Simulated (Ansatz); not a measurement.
**HfB+ (quintet): wave-function methods side by side, def2-TZVPP**

The task here is to estimate one member of a computed series from the others.

Method: def2-TZVPP, core rule «outside noble gas», up to 5 orbitals frozen; program: Ansatz 0.2.0, Gaussian basis.

Plan: UHF; ROHF; CCSD(T) on UHF.

## What is computed

The geometry is a PBE0/def2-TZVP stationary point (not a proven minimum) of the parent state, kept for this charge and spin. No spin-orbit coupling is included. Elements past krypton take def2 core potentials.

2 atoms, charge 1, spin multiplicity 5.

Atoms are counted from 1 here; the program's logs count them from 0.

Bond lengths: Hf1–B2 2.136 Å.

Set-up of the first run:

in.yaml

```yaml
crystal:
  periodic: [false, false, false]
  atoms:
    - {symbol: Hf, position_ang: [0.000000, 0.000000, 0.000000]}
    - {symbol: B, position_ang: [0.000000, 0.000000, 2.136000]}
basis:
  gaussian: {orbitals: def2-TZVPP}
total_charge: 1
magnetization: {spin_polarized: true, initial_magnetization: 4}
hamiltonian: {xc: hf}
output: {orbitals: {seedname: orbitals}}
```

Command:

```bash
> ansatz run in.yaml --threads 1 --pin off --events-out ev --progress --plain --max-ram 4096MiB --backend cpu
```

Steps of the session up to this table: UHF; ROHF; CCSD(T) on UHF.

One of the session's tables, all rows but one given; the rest of the session is left out.

```
  method  from UCCSD(T) (kcal/mol)
    ROHF                         ?
     UHF                    +82.21
    UMP2                    +18.43
   UCCSD                     +4.97
UCCSD(T)                         0
```

Q: Estimate the row for ROHF from the others.

**Answer.** from UCCSD(T) (kcal/mol): +84.53. In the column «from UCCSD(T) (kcal/mol)» it is the highest.
